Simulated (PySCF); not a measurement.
# SnH2F2 (SMILES [F][SnH2][F]): wB97X/def2-SVP (core potential)

Aim: the vertical ionisation energy of SnH2F2 at wB97X/def2-SVP (core potential), from 2 runs. Input form: a Python script.

The results are computed with PySCF 2.14.0.

2 further runs of the same task are left out: 2 set aside as unsound or not needed.

## 1. Starting point

The species is SnH2F2 (5 atoms), meant as a singlet with charge 0. As SMILES, `[F][SnH2][F]`. Geometry: relaxed at PBE0-D4/def2-TZVP.

Bond lengths: F1–Sn2 1.909 Å, Sn2–F3 1.909 Å, Sn2–H4 1.692 Å, Sn2–H5 1.692 Å. Angles: F1–Sn2–F3 103.3°, F1–Sn2–H4 107.1°, F1–Sn2–H5 107.1°, F3–Sn2–H4 107.1°, F3–Sn2–H5 107.1°, H4–Sn2–H5 123.6°.

## 2. A single-point energy at wB97X/def2-SVP (core potential)

File input.py:

```python
# [F][SnH2][F]
from pyscf import gto, dft

mol = gto.M(
    atom='''
F     -0.649121    -0.673309     3.290769
Sn     0.243586    -0.138328    -0.162894
F     -2.326631     2.098919    -1.346241
H     -0.165162    -2.923595    -1.680155
H      2.991814     1.496852    -0.179524
''',
    basis='def2-svp',
    spin=0,
    unit='bohr',
    max_memory=1860,
    verbose=3,
    charge=0,
    ecp={'Sn': 'def2-svp'},
)

myscf = dft.RKS(mol)
myscf.xc = 'wb97x'
myscf.conv_tol = 1e-10
myscf.grids.level = 5
myscf.kernel()
if not myscf.converged:
    myscf = myscf.newton().run(myscf.mo_coeff, myscf.mo_occ)

energy = myscf.e_tot
print(f'total energy: {energy:.8f} hartree')
```

Started as:

```
$ OMP_NUM_THREADS=1 python input.py
```

The log of the run:

```text
converged SCF energy = -415.053056879582
total energy: -415.05305688 hartree
```

It took 12 s on 1 thread of Arm Neoverse V1, shared host; peak memory 0.33 GiB.

## 3. The doublet cation, same level

File job.py:

```python
from pyscf import gto, dft

molecule = gto.M(
    atom=[
    ('F', (-0.343500, -0.356300, 1.741400)),
    ('Sn', (0.128900, -0.073200, -0.086200)),
    ('F', (-1.231200, 1.110700, -0.712400)),
    ('H', (-0.087400, -1.547100, -0.889100)),
    ('H', (1.583200, 0.792100, -0.095000)),
],
    max_memory=1860,
    charge=1,
    ecp={'Sn': 'def2-svp'},
    spin=1,
    verbose=3,
    basis='def2-svp',
)

calc0 = dft.UKS(molecule)
calc0.xc = 'wb97x'
calc0.conv_tol = 1e-10
calc0.grids.level = 5
calc0.kernel()
if not calc0.converged:
    calc0 = calc0.newton().run(calc0.mo_coeff, calc0.mo_occ)

e_final = calc0.e_tot
print('E = %.10f Eh' % e_final)
```

Started as:

```
$ OMP_NUM_THREADS=1 python job.py
```

The log of the run:

```text
WARN: HOMO -0.903858713300149 >= LUMO -0.90385871330016

converged SCF energy = -414.59435776215  <S^2> = 0.76834666  2S+1 = 2.0182633
E = -414.5943577622 Eh
```

It took 24 s on 1 thread of Arm Neoverse V1, shared host; peak memory 0.34 GiB.

## 4. What came out

At wB97X/def2-SVP (core potential):

| quantity | value |
| --- | --- |
| singlet SnH2F2: total energy | -415.05306 Eh |
| singlet SnH2F2: dipole moment | 3.43 D |
| singlet SnH2F2: HOMO energy | -12.05 eV |
| singlet SnH2F2: LUMO energy | 1.64 eV |
| singlet SnH2F2: HOMO–LUMO gap | 13.69 eV |
| doublet cation: total energy | -414.59436 Eh |
| doublet cation: HOMO energy (highest over α and β) | -19.12 eV |
| doublet cation: LUMO energy (lowest over α and β) | -12.90 eV |
| doublet cation: ⟨S²⟩ | 0.768 |
| vertical ionisation energy (to the doublet cation) | 12.482 eV |

What this shows: Removing an electron at fixed nuclei costs 12.48 eV (1204 kJ/mol). −ε(HOMO) before ionisation, 12.05 eV, is 0.43 eV below this ionisation energy. Mulliken charges (singlet SnH2F2) run from -0.44 on F1 to +1.06 on Sn2; they depend strongly on the basis. Mulliken charges (doublet cation) run from -0.27 on F1 to +1.15 on Sn2; they depend strongly on the basis.
